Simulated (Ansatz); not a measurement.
**Ta₂O₅: a line through an energy map**

Aim: follow the energy of Ta₂O₅ (I4/mmm, No. 139; 7 atoms in the cell) along one coordinate, equal normal strain along x and y, with the other held at amplitude of mode 1 (178i cm⁻¹) = −0.51 Å.

Program: Ansatz 0.2.0. Level of theory: DFT PBEsol, scalar-relativistic, plane waves, PAW. These are calculated values, not measurements.

### 1 The system as given

Symmetry: I4/mmm, No. 139, tetragonal system. The conventional cell has a = 5.241 Å, b = 5.241 Å, c = 9.577 Å, α = 90.00°, β = 90.00°, γ = 90.00°. Around Ta (site symmetry 4mm) lie 5 O at 1.88 to 1.92 Å. O (site symmetry 4/mmm) is surrounded by 2 Ta at 1.88 Å. O (site symmetry 2/m) is surrounded by 2 Ta at 1.92 Å.

As a file:

```xyz
7
Lattice="-2.6205 2.6205 4.7884 2.6205 -2.6205 4.7884 2.6205 2.6205 -4.7884" Properties=species:S:1:pos:R:3 pbc="T T T"
Ta    0.0000    0.0000    1.8843
Ta    0.0000    0.0000    7.6926
O     0.0000    0.0000    0.0000
O    -1.3103    1.3103    2.3942
O     1.3103   -1.3103    2.3942
O     1.3103    1.3103   -2.3942
O     1.3103    1.3103    2.3942
```

It goes back to an entry of the Materials Project, which need not be the stable form.

It is the result of an earlier relaxation at this level (volume 18.79 Å³/atom; gap on the mesh: 1.65 eV).

### 2 Plan of the line

The energy is mapped over a normal mode and a strain (zone-centre modes of the cell shown) (x along [1 0 0], y along [0 1 0], z along [0 0 1] of the conventional cell).

- amplitude of mode 1 (178i cm⁻¹), largest displacement in the unstrained cell: 7 values from −0.51 to 0.51 Å
- equal normal strain along x and y: 7 values from −4.00 to 4.00 %

Nothing else is relaxed (the pattern is fixed in fractional coordinates). Energies count from the relaxed high-symmetry cell. Points are written as (first, second).

The modes come from a phonon run on the reference cell, made beforehand.

The patterns, per unit of each coordinate (Å):

| atom | x1 | y1 | z1 |
| --- | --- | --- | --- |
| Ta1 | 0.000 | 0.000 | 0.000 |
| Ta2 | 0.000 | 0.000 | 0.000 |
| O3 | 0.000 | 0.000 | 0.000 |
| O4 | 0.259 | -0.259 | 0.930 |
| O5 | -0.259 | 0.259 | 0.930 |
| O6 | -0.259 | -0.259 | -0.930 |
| O7 | 0.259 | 0.259 | -0.930 |

### 3 Grid point (−0.51 Å, −4.00 %)

Input file input.yaml:

```yaml
crystal:
  lattice:
    - [-2.5156954006, 2.5156954006, 4.7884217886]
    - [2.5156954006, -2.5156954006, 4.7884217886]
    - [2.5156954006, 2.5156954006, -4.7884217886]
  atoms:
    - { symbol: Ta, position: [0.1967529825, 0.1967529825, 0.0] }
    - { symbol: Ta, position: [0.8032470175, 0.8032470175, 0.0] }
    - { symbol: O, position: [0.0, 0.0, 0.0] }
    - { symbol: O, position: [0.4756579021, -0.0749315692, 0.0] }
    - { symbol: O, position: [-0.0749315692, 0.4756579021, 0.0] }
    - { symbol: O, position: [0.0749315692, 0.0749315692, 0.5505894714] }
    - { symbol: O, position: [0.5243420979, 0.5243420979, 0.4494105286] }
basis:
  ecutwfc: 520.0
kpoints:
  mp_grid: { grid: [8, 8, 8] }
hamiltonian:
  xc: pbesol
  pseudopotentials: { kind: paw, azcp: { folder: soft_1 } }
scf:
  occupations: { method: gaussian, width: 0.05 }
output:
  forces: true
  stress: true
  eigenvalues: true
```

The run is started by

```console
$ ansatz run input.yaml --threads 2 --pin off --max-ram 4096MiB --backend cpu --events-out ev --progress --plain --runs-dir out
```

The program printed, cut to the lines that bear on the results:

```text
Warning: <dir> the record states the generating functional pbe (its physics header spells it `PBE`), which answers neither for hamiltonian.xc's functional nor for the pbesol family's — results may be inconsistent (PPs are generated against a specific XC)
[...]
Warning: RAYON_NUM_THREADS=2 ignored (pool sized by the plan → 2); use --threads N
[...]
Pseudopotentials: kind: paw
Pseudopotential: Ta, paw, valence charge 13, recommended cutoff 420 eV (normal), <dir>
Pseudopotential: O, paw, valence charge 6, recommended cutoff 420 eV (normal), <dir>
Functional definition: PBEsol
[...]
Crystal: 7 atoms, lattice volume = 121.218 Å³
Basis set: ecut = 520 eV, 3297 PW (Γ), exchange–correlation on 90×90×90 points (8 copies of the dense FFT grid, shifted against one another)
Bands: 35, of which v1, the nominal top of the filled ones, is band 28 counted from 1 (27 counted from 0)
Symmetry: 8 space group operations
Space group: I-42m (ITA 121), of the structure as read, at distance tolerance 4.9e-5 Å
k-points: 59 of 512 (time reversal used)
[...]
SCF iter   1: F=—  HF=-22426.929011 eV  |F-HF|=—  |Δ(HF+E_count)|=         —  Δρ=6.00e-2  dr2=4.37e0  ethr=3.10e-3  ⟨swp⟩=5.7  Hψ=8070  notcnv=0
[...]
SCF iter  10: F=-22425.897062 eV  HF=-22425.897062 eV  |F-HF|=1.88e-8  |Δ(HF+E_count)|=   1.80e-7  Δρ=1.47e-6  dr2=4.41e-9  ethr=1.79e-10  ⟨swp⟩=9.0  Hψ=8371  notcnv=0
[...]
SCF converged after 10 iterations
Free energy (F): -22425.897062 eV
[...]
E sigma→0 (E₀):  -22425.897062 eV
Fermi energy:    5.410967 eV
[...]
--- Forces (eV/Å), atoms counted from 1 ---
  atom   1  Ta     0.00000000     0.00000000     0.88292712
  atom   2  Ta     0.00000000    -0.00000000    -0.88292712
  atom   3  O     -0.00000000    -0.00000000    -0.00000000
  atom   4  O     -0.19595860     0.19595860    -0.00566588
  atom   5  O      0.19595860    -0.19595860    -0.00566588
  atom   6  O      0.19595860     0.19595860     0.00566588
  atom   7  O     -0.19595860    -0.19595860     0.00566588
[...]
--- Stress (GPa, compression-positive) ---
        1.043722       0.000000       0.000000
        0.000000       1.043722      -0.000000
        0.000000      -0.000000       1.833372
  P = ⅓ Tr σ = 1.3069 GPa (13.069 kbar)
--- Band table (eV; the first three rows and the last of 59) ---
[...]
```

It took 27 s on 2 threads of Arm Neoverse N1, shared host; peak memory 0.54 GiB.

Energy on the map's scale: −0.45 eV.

### 4 Point (−0.51 Å, −2.67 %)

input.yaml: that of step 3 with these lines changed.

```diff
@@ -2,5 +2,5 @@
   lattice:
-    - [-2.5156954006, 2.5156954006, 4.7884217886]
-    - [2.5156954006, -2.5156954006, 4.7884217886]
-    - [2.5156954006, 2.5156954006, -4.7884217886]
+    - [-2.550548264, 2.550548264, 4.7884217886]
+    - [2.550548264, -2.550548264, 4.7884217886]
+    - [2.550548264, 2.550548264, -4.7884217886]
   atoms:
```

The run is started by

```console
$ ansatz run input.yaml --threads 2 --pin off --max-ram 4096MiB --backend cpu --events-out ev --progress --plain --runs-dir out
```

The program printed, cut to the lines that bear on the results:

```text
Warning: <dir> the record states the generating functional pbe (its physics header spells it `PBE`), which answers neither for hamiltonian.xc's functional nor for the pbesol family's — results may be inconsistent (PPs are generated against a specific XC)
[...]
Warning: RAYON_NUM_THREADS=2 ignored (pool sized by the plan → 2); use --threads N
[...]
[... 4 set-up lines as earlier in the session ...]
[...]
Crystal: 7 atoms, lattice volume = 124.600 Å³
Basis set: ecut = 520 eV, 3353 PW (Γ), exchange–correlation on 90×90×90 points (8 copies of the dense FFT grid, shifted against one another)
Bands: 35, of which v1, the nominal top of the filled ones, is band 28 counted from 1 (27 counted from 0)
[... 1 set-up line as earlier in the session ...]
Space group: I-42m (ITA 121), of the structure as read, at distance tolerance 5.0e-5 Å
k-points: 59 of 512 (time reversal used)
[...]
SCF iter   1: F=—  HF=-22426.752700 eV  |F-HF|=—  |Δ(HF+E_count)|=         —  Δρ=5.69e-2  dr2=4.03e0  ethr=3.10e-3  ⟨swp⟩=5.5  Hψ=8003  notcnv=0
[...]
SCF iter  10: F=-22425.854375 eV  HF=-22425.854375 eV  |F-HF|=2.29e-8  |Δ(HF+E_count)|=   2.31e-7  Δρ=1.70e-6  dr2=5.53e-9  ethr=1.79e-10  ⟨swp⟩=8.6  Hψ=8174  notcnv=0
[...]
SCF converged after 10 iterations
Free energy (F): -22425.854375 eV
[...]
E sigma→0 (E₀):  -22425.854375 eV
Fermi energy:    5.111551 eV
[...]
--- Forces (eV/Å), atoms counted from 1 ---
  atom   1  Ta     0.00000000     0.00000000     1.47694663
  atom   2  Ta     0.00000000    -0.00000000    -1.47694663
  atom   3  O     -0.00000000     0.00000000     0.00000000
  atom   4  O     -0.15639646     0.15639646     0.31225221
  atom   5  O      0.15639646    -0.15639646     0.31225221
  atom   6  O      0.15639646     0.15639646    -0.31225221
  atom   7  O     -0.15639646    -0.15639646    -0.31225221
[...]
--- Stress (GPa, compression-positive) ---
       -4.929759      -0.000000       0.000000
       -0.000000      -4.929759       0.000000
        0.000000       0.000000      -0.494170
  P = ⅓ Tr σ = -3.4512 GPa (-34.512 kbar)
--- Band table (eV; the first three rows and the last of 59) ---
[...]
```

Run time: 28 s. Hardware: 2 threads of Arm Neoverse N1, shared host; peak memory 0.55 GiB.

On the map this point reads −0.40 eV.

### 5 Point (−0.51 Å, −1.33 %)

input.yaml: that of step 4 with these lines changed.

```diff
@@ -2,5 +2,5 @@
   lattice:
-    - [-2.550548264, 2.550548264, 4.7884217886]
-    - [2.550548264, -2.550548264, 4.7884217886]
-    - [2.550548264, 2.550548264, -4.7884217886]
+    - [-2.5856631789, 2.5856631789, 4.7884217886]
+    - [2.5856631789, -2.5856631789, 4.7884217886]
+    - [2.5856631789, 2.5856631789, -4.7884217886]
   atoms:
```

The run is started by

```console
$ ansatz run input.yaml --threads 2 --pin off --max-ram 4096MiB --backend cpu --events-out ev --progress --plain --runs-dir out
```

The program printed, cut to the lines that bear on the results:

```text
Warning: <dir> the record states the generating functional pbe (its physics header spells it `PBE`), which answers neither for hamiltonian.xc's functional nor for the pbesol family's — results may be inconsistent (PPs are generated against a specific XC)
[...]
Warning: RAYON_NUM_THREADS=2 ignored (pool sized by the plan → 2); use --threads N
[...]
[... 4 set-up lines as earlier in the session ...]
[...]
Crystal: 7 atoms, lattice volume = 128.055 Å³
Basis set: ecut = 520 eV, 3473 PW (Γ), exchange–correlation on 90×90×90 points (8 copies of the dense FFT grid, shifted against one another)
Bands: 35, of which v1, the nominal top of the filled ones, is band 28 counted from 1 (27 counted from 0)
[... 2 set-up lines as earlier in the session ...]
k-points: 59 of 512 (time reversal used)
[...]
SCF iter   1: F=—  HF=-22426.471330 eV  |F-HF|=—  |Δ(HF+E_count)|=         —  Δρ=5.41e-2  dr2=3.72e0  ethr=3.10e-3  ⟨swp⟩=5.4  Hψ=7999  notcnv=0
[...]
SCF iter  10: F=-22425.690604 eV  HF=-22425.690603 eV  |F-HF|=3.43e-8  |Δ(HF+E_count)|=   2.95e-7  Δρ=2.02e-6  dr2=8.28e-9  ethr=1.79e-10  ⟨swp⟩=8.7  Hψ=8187  notcnv=0
[...]
SCF converged after 10 iterations
Free energy (F): -22425.690604 eV
[...]
E sigma→0 (E₀):  -22425.690604 eV
Fermi energy:    4.818951 eV
[...]
--- Forces (eV/Å), atoms counted from 1 ---
  atom   1  Ta     0.00000000     0.00000000     2.00380308
  atom   2  Ta     0.00000000     0.00000000    -2.00380308
  atom   3  O      0.00000000    -0.00000000     0.00000000
  atom   4  O     -0.14493205     0.14493205     0.59812294
  atom   5  O      0.14493205    -0.14493205     0.59812294
  atom   6  O      0.14493205     0.14493205    -0.59812294
  atom   7  O     -0.14493205    -0.14493205    -0.59812294
[...]
--- Stress (GPa, compression-positive) ---
      -10.119153      -0.000000       0.000000
        0.000000     -10.119153       0.000000
        0.000000       0.000000      -2.501032
  P = ⅓ Tr σ = -7.5798 GPa (-75.798 kbar)
--- Band table (eV; the first three rows and the last of 59) ---
[...]
```

It took 28 s on 2 threads of Arm Neoverse N1, shared host; peak memory 0.55 GiB.

That is −0.24 eV from the zero.

### 6 Grid point (−0.51 Å, 0.00 %)

input.yaml: that of step 5 with these lines changed.

```diff
@@ -2,5 +2,5 @@
   lattice:
-    - [-2.5856631789, 2.5856631789, 4.7884217886]
-    - [2.5856631789, -2.5856631789, 4.7884217886]
-    - [2.5856631789, 2.5856631789, -4.7884217886]
+    - [-2.6205160423, 2.6205160423, 4.7884217886]
+    - [2.6205160423, -2.6205160423, 4.7884217886]
+    - [2.6205160423, 2.6205160423, -4.7884217886]
   atoms:
```

The run is started by

```console
$ ansatz run input.yaml --threads 2 --pin off --max-ram 4096MiB --backend cpu --events-out ev --progress --plain --runs-dir out
```

The program printed, cut to the lines that bear on the results:

```text
[...]
SCF converged after 10 iterations
Free energy (F): -22425.421806 eV
[...]
E sigma→0 (E₀):  -22425.421806 eV
Fermi energy:    4.537234 eV
[...]
--- Forces (eV/Å), atoms counted from 1 ---
  atom   1  Ta     0.00000000     0.00000000     2.46143900
  atom   2  Ta     0.00000000    -0.00000000    -2.46143900
  atom   3  O     -0.00000000     0.00000000     0.00000000
  atom   4  O     -0.15675814     0.15675814     0.85029295
  atom   5  O      0.15675814    -0.15675814     0.85029295
  atom   6  O      0.15675814     0.15675814    -0.85029295
  atom   7  O     -0.15675814    -0.15675814    -0.85029295
[...]
--- Stress (GPa, compression-positive) ---
      -14.540282       0.000000       0.000000
        0.000000     -14.540282       0.000000
        0.000000       0.000000      -4.196157
  P = ⅓ Tr σ = -11.0922 GPa (-110.922 kbar)
--- Band table (eV; the first three rows and the last of 59) ---
[...]
```

Wall time 28 s (2 threads of Arm Neoverse N1, shared host); peak memory 0.57 GiB.

On the map this point reads 0.029 eV.

### 7 The run at (−0.51 Å, 1.33 %)

input.yaml: that of step 6 with these lines changed.

```diff
@@ -2,5 +2,5 @@
   lattice:
-    - [-2.6205160423, 2.6205160423, 4.7884217886]
-    - [2.6205160423, -2.6205160423, 4.7884217886]
-    - [2.6205160423, 2.6205160423, -4.7884217886]
+    - [-2.6553689057, 2.6553689057, 4.7884217886]
+    - [2.6553689057, -2.6553689057, 4.7884217886]
+    - [2.6553689057, 2.6553689057, -4.7884217886]
   atoms:
```

The run is started by

```console
$ ansatz run input.yaml --threads 2 --pin off --max-ram 4096MiB --backend cpu --events-out ev --progress --plain --runs-dir out
```

The program printed, cut to the lines that bear on the results:

```text
Warning: <dir> the record states the generating functional pbe (its physics header spells it `PBE`), which answers neither for hamiltonian.xc's functional nor for the pbesol family's — results may be inconsistent (PPs are generated against a specific XC)
[...]
Warning: RAYON_NUM_THREADS=2 ignored (pool sized by the plan → 2); use --threads N
[...]
[... 4 set-up lines as earlier in the session ...]
[...]
Crystal: 7 atoms, lattice volume = 135.052 Å³
Basis set: ecut = 520 eV, 3617 PW (Γ), exchange–correlation on 96×96×96 points (8 copies of the dense FFT grid, shifted against one another)
Bands: 35, of which v1, the nominal top of the filled ones, is band 28 counted from 1 (27 counted from 0)
[... 1 set-up line as earlier in the session ...]
Space group: I-42m (ITA 121), of the structure as read, at distance tolerance 5.1e-5 Å
k-points: 59 of 512 (time reversal used)
[...]
SCF iter   1: F=—  HF=-22425.649889 eV  |F-HF|=—  |Δ(HF+E_count)|=         —  Δρ=4.94e-2  dr2=3.21e0  ethr=3.10e-3  ⟨swp⟩=5.2  Hψ=7985  notcnv=0
[...]
SCF iter  10: F=-22425.059462 eV  HF=-22425.059462 eV  |F-HF|=3.78e-8  |Δ(HF+E_count)|=   3.32e-7  Δρ=2.04e-6  dr2=9.85e-9  ethr=1.79e-10  ⟨swp⟩=8.6  Hψ=8090  notcnv=0
[...]
SCF converged after 10 iterations
Free energy (F): -22425.059462 eV
[...]
E sigma→0 (E₀):  -22425.059462 eV
Fermi energy:    4.263891 eV
[...]
--- Forces (eV/Å), atoms counted from 1 ---
  atom   1  Ta     0.00000000     0.00000000     2.85937356
  atom   2  Ta     0.00000000    -0.00000000    -2.85937356
  atom   3  O     -0.00000000     0.00000000     0.00000000
  atom   4  O     -0.18736688     0.18736688     1.07345515
  atom   5  O      0.18736688    -0.18736688     1.07345515
  atom   6  O      0.18736688     0.18736688    -1.07345515
  atom   7  O     -0.18736688    -0.18736688    -1.07345515
[...]
--- Stress (GPa, compression-positive) ---
      -18.317192       0.000000       0.000000
        0.000000     -18.317192       0.000000
        0.000000       0.000000      -5.630315
  P = ⅓ Tr σ = -14.0882 GPa (-140.882 kbar)
--- Band table (eV; the first three rows and the last of 59) ---
[...]
```

Wall time 28 s (2 threads of Arm Neoverse N1, shared host); peak memory 0.58 GiB.

That is 0.39 eV from the zero.

### 8 Point (−0.51 Å, 2.67 %)

input.yaml: that of step 7 with these lines changed.

```diff
@@ -2,5 +2,5 @@
   lattice:
-    - [-2.6553689057, 2.6553689057, 4.7884217886]
-    - [2.6553689057, -2.6553689057, 4.7884217886]
-    - [2.6553689057, 2.6553689057, -4.7884217886]
+    - [-2.6904838206, 2.6904838206, 4.7884217886]
+    - [2.6904838206, -2.6904838206, 4.7884217886]
+    - [2.6904838206, 2.6904838206, -4.7884217886]
   atoms:
```

The run is started by

```console
$ ansatz run input.yaml --threads 2 --pin off --max-ram 4096MiB --backend cpu --events-out ev --progress --plain --runs-dir out
```

The program printed, cut to the lines that bear on the results:

```text
[...]
SCF converged after 10 iterations
Free energy (F): -22424.611079 eV
[...]
E sigma→0 (E₀):  -22424.611079 eV
Fermi energy:    3.996708 eV
[...]
--- Forces (eV/Å), atoms counted from 1 ---
  atom   1  Ta    -0.00000000     0.00000000     3.20496369
  atom   2  Ta     0.00000000     0.00000000    -3.20496369
  atom   3  O      0.00000000    -0.00000000     0.00000000
  atom   4  O     -0.23338414     0.23338414     1.27127359
  atom   5  O      0.23338414    -0.23338414     1.27127359
  atom   6  O      0.23338414     0.23338414    -1.27127359
  atom   7  O     -0.23338414    -0.23338414    -1.27127359
[...]
--- Stress (GPa, compression-positive) ---
      -21.545309       0.000000       0.000000
       -0.000000     -21.545309       0.000000
        0.000000       0.000000      -6.842499
  P = ⅓ Tr σ = -16.6444 GPa (-166.444 kbar)
--- Band table (eV; the first three rows and the last of 59) ---
[...]
```

It took 30 s on 2 threads of Arm Neoverse N1, shared host; peak memory 0.58 GiB.

That is 0.84 eV from the zero.

### 9 Point (−0.51 Å, 4.00 %)

input.yaml: that of step 8 with these lines changed.

```diff
@@ -2,5 +2,5 @@
   lattice:
-    - [-2.6904838206, 2.6904838206, 4.7884217886]
-    - [2.6904838206, -2.6904838206, 4.7884217886]
-    - [2.6904838206, 2.6904838206, -4.7884217886]
+    - [-2.725336684, 2.725336684, 4.7884217886]
+    - [2.725336684, -2.725336684, 4.7884217886]
+    - [2.725336684, 2.725336684, -4.7884217886]
   atoms:
```

The run is started by

```console
$ ansatz run input.yaml --threads 2 --pin off --max-ram 4096MiB --backend cpu --events-out ev --progress --plain --runs-dir out
```

The program printed, cut to the lines that bear on the results:

```text
[...]
SCF converged after 10 iterations
Free energy (F): -22424.093516 eV
[...]
E sigma→0 (E₀):  -22424.093516 eV
Fermi energy:    3.739424 eV
[...]
--- Forces (eV/Å), atoms counted from 1 ---
  atom   1  Ta     0.00000000     0.00000000     3.49769626
  atom   2  Ta     0.00000000    -0.00000000    -3.49769626
  atom   3  O     -0.00000000    -0.00000000     0.00000000
  atom   4  O     -0.29084366     0.29084366     1.44294782
  atom   5  O      0.29084366    -0.29084366     1.44294782
  atom   6  O      0.29084366     0.29084366    -1.44294782
  atom   7  O     -0.29084366    -0.29084366    -1.44294782
[...]
--- Stress (GPa, compression-positive) ---
      -24.242179      -0.000000       0.000000
       -0.000000     -24.242179       0.000000
        0.000000       0.000000      -7.842358
  P = ⅓ Tr σ = -18.7756 GPa (-187.756 kbar)
--- Band table (eV; the first three rows and the last of 59) ---
[...]
```

Run time: 30 s. Hardware: 2 threads of Arm Neoverse N1, shared host; peak memory 0.59 GiB.

That is 1.36 eV from the zero.

### 10 What came out

```
equal normal strain along x and y (%)  step  energy (eV)  slope (eV per %)  pressure (GPa)  band gap on the k-mesh (eV)  largest force on an atom (eV/Å)
                                −4.00     3        −0.45             −0.02             1.3                         2.76                             0.88
                                −2.67     4        −0.40              0.08            −3.5                         2.61                             1.48
                                −1.33     5        −0.24              0.16            −7.6                         2.48                             2.00
                                 0.00     6        0.029              0.24           −11.1                         2.36                             2.46
                                 1.33     7         0.39              0.30           −14.1                         2.24                             2.86
                                 2.67     8         0.84              0.36           −16.6                         2.13                             3.21
                                 4.00     9         1.36              0.41           −18.8                         2.03                             3.50
```

Energies count from the relaxed high-symmetry cell. Slopes come from the forces (and the stress, where the cell changes), not from differences of energies.

What this shows: The lowest point computed is at the end of the line, −4.00 %, but the slope there points inward, so the minimum lies between it and the next point. The highest point computed, at 4.00 %, lies 1.80 eV above the lowest. This is one cut through a surface in two coordinates; it holds the lowest point sampled, which need not be a minimum. The reference is no minimum along the unstable mode, and wells on the map were not tested along the other modes. Spin-orbit coupling is left out, which matters for the bands of Ta.

These are semilocal Kohn-Sham gaps, which aren't the measured quantity. Such gaps usually fall short of the measured ones.
